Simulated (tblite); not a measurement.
# C6H11FGeO: the cost of one run

Programs: tblite 0.8.0 and PySCF 2.14.0, with density-fitted response routines of our own. Each step states its level of theory. These are calculated values for one molecule in the gas phase, unless marked as measured. Atoms count from 0, in the outputs and in this text.

## Step 1: The starting structure

20 atoms, charge 0, multiplicity 1; geometry from: force field or distance geometry start.

Bonds of the start (Å): C0–C1 1.51, C1–O2 1.25, C1–C3 1.45, C3–C4 1.31, C4–Ge5 1.91, Ge5–C6 1.94, Ge5–C7 1.96, C7–F8 1.39, C0–H9 1.11, C0–H10 1.13, C0–H11 1.10, C3–H12 1.09, C4–H13 1.10, Ge5–H14 1.54, C6–H15 1.13, C6–H16 1.11, C6–H17 1.11, C7–H18 1.13, C7–H19 1.09.

## Step 2: Relaxing the molecule with GFN2-xTB

The job: settings as JSON, then the geometry in Å.

```
{"job": {"kind": "relax", "xc": "GFN2-xTB", "basis": "xTB"}, "charge": 0, "multiplicity": 1}
C      3.727900    -0.390500    -0.709900
C      2.557300     0.540600    -0.470200
O      2.744300     1.777600    -0.531400
C      1.275800    -0.066800    -0.148800
C      0.216800     0.665200     0.097400
Ge    -1.431800    -0.202600     0.499400
C     -2.191800    -1.153900    -1.017200
C     -2.733900     1.185000     0.957400
F     -3.920200     0.511500     1.235400
H      4.309200    -0.525400     0.226800
H      3.346700    -1.406700    -1.014000
H      4.354600     0.033200    -1.507400
H      1.218500    -1.156600    -0.088700
H      0.244400     1.763400     0.052700
H     -1.260000    -1.160400     1.689800
H     -3.278800    -1.275900    -0.741600
H     -1.728600    -2.150300    -1.169000
H     -2.147600    -0.551600    -1.948000
H     -2.923700     1.747300    -0.002400
H     -2.384300     1.827700     1.767300
```

The run is started by

```
> OMP_NUM_THREADS=1 python probes_run.py task.json out
```

The driver reads the jobs from task.json and runs them one after another.

Q: Estimate the wall time of this first job on 1 thread of Arm Neoverse N1, shared host.

About 2.5 s.
